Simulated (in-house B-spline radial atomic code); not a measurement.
**Si⁵⁺: binding energies from hole states**

How tightly is each shell of Si⁵⁺ bound, and how much do the other electrons relax when one leaves?

Program: in-house B-spline radial atomic code version 1. Level of theory: Dirac-Hartree-Fock, average of configuration, Fermi nucleus, basis-set limit. These are calculated values, not measurements, unless marked.

**1. The system**

```
element       : silicon (Z = 14)
charge        : +5
electrons     : 9
configuration : [He] 2s2 2p5
Hamiltonian   : Dirac-Coulomb
nucleus       : Fermi, rms radius 3.122 fm
```

The outer shells:

[He] 2s2 2p5
```
[He] core
2s [↑↓]
2p [↑↓][↑↓][↑ ]
```

The boxes draw the filling by Hund's rule, which heavy ions in jj coupling don't follow; these runs average over all states of the configuration.

Input settings:

```ini
Z = 14
electrons = 9.0
configuration = [He] 2s2 2p5
hamiltonian = dirac
method = hf
spin_polarised = False
nucleus = fermi
rms_radius = 3.1224
mass_number = 28
atomic_mass = 27.97692653442
speed_of_light = 137.035999084
```

From the earlier run of the reference: total energy -279.722892 hartree. Levels, eight at most:

```
orbital  occupation  energy (eV)  <r> (bohr)
  1s1/2           2     -1982.64      0.1109
  2s1/2           2      -256.70      0.5451
  2p1/2     1.66667      -209.73      0.5047
  2p3/2     3.33333      -209.00      0.5065
```

**2. The 1s hole**

Changes to the settings of step 1:

```diff
@@ -1,4 +1,4 @@
 Z = 14
-electrons = 9.0
-configuration = [He] 2s2 2p5
+electrons = 8.0
+configuration = 1s1 2s2 2p5
 hamiltonian = dirac
```

From the run's result record (rounded, not every field):

```text
{
  "status": "converged",
  "iterations": 8,
  "energy [hartree]": {"total": -207.535799706, "kinetic": 208.419711327, "nuclear": -471.568418673, "coulomb": 64.4617882997, "exact_exchange": -8.84888065976},
  "breit [hartree]": {"gaunt": 0.01717582, "retardation": -0.002257931, "frequency_dependence": -2.016712e-05},
  "qed [hartree]": {"self_energy": 0.02182833, "uehling": -0.001340778, "wichmann_kroll": 2.459688e-06},
  "recoil [hartree]": 0.003599987,
  "total_with_corrections [hartree]": -207.496811981,
  "orbitals [hartree, bohr; first row names the columns]": [
    ["name", "occ", "eps", "<r>"],
    ["1s1/2", 1.0, -80.109201, 0.10937],
    ["2s1/2", 2.0, -11.352781, 0.51421],
    ["2p1/2", 1.6667, -9.845437, 0.46038],
    ["2p3/2", 3.3333, -9.8097202, 0.46212]
  ],
  "sum_r [bohr^k]": {"-1": 33.68347, "1": 3.445474, "2": 1.955987},
  "energy_minus_base [hartree]": 72.1870918,
  "energy_minus_base_with_corrections [hartree]": 72.1330057
}
```

It took 0.54 s on 1 thread, shared host.

energy_minus_base is the energy less that of the reference run.

Radial density 4πr²n(r) and radial functions P(r) = rR(r):

```csv
r (bohr),4πr²n,1s1/2,2p3/2
0.00561,0.3498,0.5438,0.0032
0.00759,0.6038,0.7145,0.0058
0.0103,1.027,0.9320,0.0104
0.0139,1.686,1.1941,0.0184
0.0189,2.702,1.5116,0.0329
0.0256,4.097,1.8614,0.0576
0.0347,5.820,2.2184,0.0994
0.0470,7.567,2.5267,0.1676
0.0637,8.782,2.7090,0.2751
0.0863,8.892,2.6759,0.4344
0.117,8.018,2.3665,0.6535
0.158,7.546,1.8134,0.9177
0.215,9.262,1.1330,1.1936
0.291,12.66,0.5570,1.3871
0.394,14.12,0.2066,1.4063
0.534,10.82,0.0626,1.1976
0.723,5.093,0.0212,0.8157
0.980,1.271,0.0083,0.4124
1.33,0.1365,0.0024,0.1389
1.80,0.004945,0.0004,0.0275
```

Clear maxima of the radial density (full grid of the record): 0.074, 0.39 bohr.

X-ray form factor of the spherical density:

```csv
sinθ/λ (1/Å),f (electrons)
0,8.000
0.1,7.858
0.2,7.450
0.3,6.830
0.4,6.073
0.6,4.450
0.8,3.045
1,2.038
1.4,1.029
1.8,0.707
2.5,0.542
4,0.309
6,0.127
```

**3. The 2s hole**

Changes to the settings of step 2:

```diff
@@ -2,3 +2,3 @@
 electrons = 8.0
-configuration = 1s1 2s2 2p5
+configuration = 1s2 2s1 2p5
 hamiltonian = dirac
```

Result record:

```text
{
  "status": "converged",
  "iterations": 8,
  "energy [hartree]": {"total": -270.364100436, "kinetic": 271.548909558, "nuclear": -606.345490919, "coulomb": 79.0738678736, "exact_exchange": -14.6413869478},
  "breit [hartree]": {"gaunt": 0.05437917, "retardation": -0.003599167, "frequency_dependence": -3.2895e-05},
  "qed [hartree]": {"self_energy": 0.0368131, "uehling": -0.002279763, "wichmann_kroll": 4.182697e-06},
  "recoil [hartree]": 0.004487784,
  "total_with_corrections [hartree]": -270.274328025,
  "orbitals [hartree, bohr; first row names the columns]": [
    ["name", "occ", "eps", "<r>"],
    ["1s1/2", 2.0, -74.705132, 0.11098],
    ["2s1/2", 1.0, -10.978956, 0.53057],
    ["2p1/2", 1.6667, -9.1276532, 0.48676],
    ["2p3/2", 3.3333, -9.0988936, 0.48841]
  ],
  "sum_r [bohr^k]": {"-1": 43.31041, "1": 3.191847, "2": 1.831824},
  "energy_minus_base [hartree]": 9.35879109,
  "energy_minus_base_with_corrections [hartree]": 9.35548966
}
```

Run time: 0.5 s. Hardware: 1 thread, shared host.

**4. The 2p hole**

Changes to the settings of step 3:

```diff
@@ -2,3 +2,3 @@
 electrons = 8.0
-configuration = 1s2 2s1 2p5
+configuration = 1s2 2s2 2p4
 hamiltonian = dirac
```

Result record:

```text
{
  "status": "converged",
  "iterations": 8,
  "energy [hartree]": {"total": -272.128710211, "kinetic": 273.372359711, "nuclear": -608.971112457, "coulomb": 78.6759157629, "exact_exchange": -15.2058732284},
  "breit [hartree]": {"gaunt": 0.05375771, "retardation": -0.003229118, "frequency_dependence": -2.514865e-05},
  "qed [hartree]": {"self_energy": 0.03831248, "uehling": -0.002369249, "wichmann_kroll": 4.346653e-06},
  "recoil [hartree]": 0.004670359,
  "total_with_corrections [hartree]": -272.037588833,
  "orbitals [hartree, bohr; first row names the columns]": [
    ["name", "occ", "eps", "<r>"],
    ["1s1/2", 2.0, -74.886203, 0.11079],
    ["2s1/2", 2.0, -10.849492, 0.53104],
    ["2p1/2", 1.3333, -9.3158634, 0.48313],
    ["2p3/2", 2.6667, -9.2872973, 0.48474]
  ],
  "sum_r [bohr^k]": {"-1": 43.49795, "1": 3.220479, "2": 1.853067},
  "energy_minus_base [hartree]": 7.59418131,
  "energy_minus_base_with_corrections [hartree]": 7.59222885
}
```

Run time: 0.48 s. Hardware: 1 thread, shared host.

**5. Results**

| hole | ΔSCF (eV) | with Breit, QED, recoil (eV) | −ε of the parent (eV) | −ε less ΔSCF (eV) |
| --- | --- | --- | --- | --- |
| 1s | 1964.31 | 1962.84 | 1982.64 | 18.33 |
| 2s | 254.67 | 254.58 | 256.70 | 2.03 |
| 2p | 206.65 | 206.60 | - | - |

What this shows: Koopmans' values overshoot, as they freeze the orbitals; relaxation lowers the cost by 18.3 eV for 1s and 2.03 eV for 2s. A dash stands where an open shell is averaged over j, so that no single parent level belongs to the hole. Values are for the free ion, measured from the vacuum level.
